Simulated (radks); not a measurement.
# Nuclear size and the levels of Nd³⁺

Aim: how the total energy, the levels and the density at the nucleus of Nd³⁺ respond when the nuclear radius is scaled.

Program: radks (a radial shooting solver on a logarithmic mesh, Libxc functionals) version 1. Level of theory: Dirac Kohn-Sham, PBE, spin-unpolarised, spherical densities, finite nucleus; open shells are shared between the two j in proportion to 2j + 1. These are calculated values, not measurements, unless marked.

## 1. What is computed

| Item | Value |
| --- | --- |
| element | neodymium (Z = 60) |
| charge | +3 |
| electrons | 57 |
| configuration | [Xe] 4f3 |
| nuclear rms radius | 4.9123 fm |

The outer shells:

Nd³⁺
```
[Xe] core
4f [↑ ][↑ ][↑ ][  ][  ][  ][  ]
```

## 2. rms radius 4.9123 fm

Input:

```text
Z 60
configuration [Xe] 4f3 6s0 5d0
relativity Dirac
functional pbe,pbe
spin unpolarised
j_filling average
nucleus finite rms 4.9123 fm
c 137.035999084
```

## 3. rms radius 4.4112 fm

Changes since step 2:

```diff
@@ -6,3 +6,3 @@
 j_filling average
-nucleus finite rms 4.9123 fm
+nucleus finite rms 4.4112 fm
 c 137.035999084
```

## 4. rms radius 4.4211 fm

Changes since step 3:

```diff
@@ -6,3 +6,3 @@
 j_filling average
-nucleus finite rms 4.4112 fm
+nucleus finite rms 4.4211 fm
 c 137.035999084
```

## 5. rms radius 5.3348 fm

Changes since step 4:

```diff
@@ -6,3 +6,3 @@
 j_filling average
-nucleus finite rms 4.4211 fm
+nucleus finite rms 5.3348 fm
 c 137.035999084
```

## 6. rms radius 5.5804 fm

Changes since step 5:

```diff
@@ -6,3 +6,3 @@
 j_filling average
-nucleus finite rms 5.3348 fm
+nucleus finite rms 5.5804 fm
 c 137.035999084
```

**Question.** What will these runs give? Wanted: for each run, rms radius; total energy shift; density at nucleus; 1s1/2 shift; 2s1/2 shift; 5s1/2 shift; 5p1/2 shift; 6s1/2 shift.

**Answer**, as computed:

```tsv
rms radius (fm)	total energy shift (eV)	density at nucleus (e/bohr³)	1s1/2 shift (meV)	2s1/2 shift (meV)	5s1/2 shift (meV)	5p1/2 shift (meV)	6s1/2 shift (meV)
4.4112	-2.51	4.646e+05	-1039	-129	-1.05	0.0721	-0.211
4.4211	-2.46	4.644e+05	-1020	-127	-1.03	0.0707	-0.207
4.9123	0	4.536e+05	0	0	0	0	0
5.3348	2.28	4.454e+05	944	117	0.958	-0.0654	0.191
5.5804	3.67	4.409e+05	1520	189	1.54	-0.105	0.308
```

In words: Shifts are against the first run. Over the range the 1s1/2 level moves by 2.56 eV and the 6s1/2 level by 0.519 meV. A larger nucleus binds the 1s electrons less and lowers the density at its centre. These are shifts of eigenvalues, not the field shifts of spectral lines.
